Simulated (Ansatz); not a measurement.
**CH5GeO2: atomisation energy, by script**

Computed with the Python package of Ansatz 0.2.0. Level of theory: PBE0/6-31G*.

**1. The system**

Bond lengths: C1–Ge2 1.898 Å, Ge2–O3 1.776 Å, Ge2–O4 1.727 Å, C1–H5 1.133 Å, C1–H6 1.180 Å, C1–H7 1.108 Å, O3–H8 0.928 Å, O4–H9 1.010 Å. Angles: C1–Ge2–O3 107.7°, C1–Ge2–O4 112.2°, O3–Ge2–O4 109.2°, Ge2–C1–H5 112.0°, Ge2–C1–H6 109.8°, Ge2–C1–H7 112.7°, H5–C1–H6 105.3°, H5–C1–H7 110.0°, H6–C1–H7 106.6°, Ge2–O3–H8 107.5°, Ge2–O4–H9 107.7°.

The script holds or builds the structure itself.

**2. The code**

Contents of run_tae.py:

```python
"""Energy to split CH5GeO2 into its atoms."""

from collections import Counter

import ansatz

params = {
    "basis_set": "6-31G*",
    "functional": "pbe0",
}


def energy_of(molecule, charge=0, unpaired=0):
    calc = (
        molecule.calculation()
        .basis(gaussian=params["basis_set"])
        .functional(params["functional"])
    )
    if charge:
        calc = calc.charge(charge)
    if unpaired:
        calc = calc.spin("collinear", total=unpaired)
    return calc.run(threads=1).report["free_energy_ev"]

GEOMETRY = """
C    -0.01420    0.92170   -0.81540
Ge    0.60890    0.07410    0.76420
O     1.35630   -1.46600    0.29010
O    -0.66660   -0.23400    1.88680
H    -0.80670    0.30720   -1.34360
H    -0.54240    1.94050   -0.54120
H     0.80450    1.16900   -1.51910
H     0.71160   -1.96500   -0.15360
H    -1.36280   -0.79380    1.41470
"""

ch5geo2 = ansatz.Crystal.molecule()
for line in GEOMETRY.strip().splitlines():
    symbol, *xyz = line.split()
    ch5geo2 = ch5geo2.atom(symbol, [float(v) for v in xyz])

# Hund ground states
unpaired = {"C": 2, "Ge": 2, "O": 2, "H": 1}
counts = Counter(site.symbol for site in ch5geo2.cartesian_sites)
atom_energy = {s: energy_of(ansatz.Crystal.molecule().atom(s, (0, 0, 0)), 0, unpaired[s]) for s in counts}
whole = energy_of(ch5geo2, 0, 1)
for s, e in atom_energy.items():
    print(f"{s:2s} x{counts[s]}  {e:14.5f} eV")
print(f"CH5GeO2: {whole:.5f} eV")
split = sum(counts[s] * e for s, e in atom_energy.items()) - whole
print(f"atomisation energy (no zero-point term): {23.060548 * split:.1f} kcal/mol, {split / sum(counts.values()):.3f} eV an atom")
```

**3. The input behind the calls**

The engine receives this input (first run):

```yaml
crystal:
  periodic: [false, false, false]
  atoms:
    - { symbol: C, position_ang: [0.0, 0.0, 0.0] }
basis:
  gaussian:
    orbitals: "6-31G*"
hamiltonian:
  xc: pbe0
magnetization:
  spin_polarized: true
  initial_magnetization: 2.0
```

**4. The run**

The run is started by

```console
> python run_tae.py
```

**Question.** How long does this script take on 1 thread of Arm Neoverse V1, shared host, and how much memory does it need?

About 7.1 s, with a peak of 0.31 GiB.
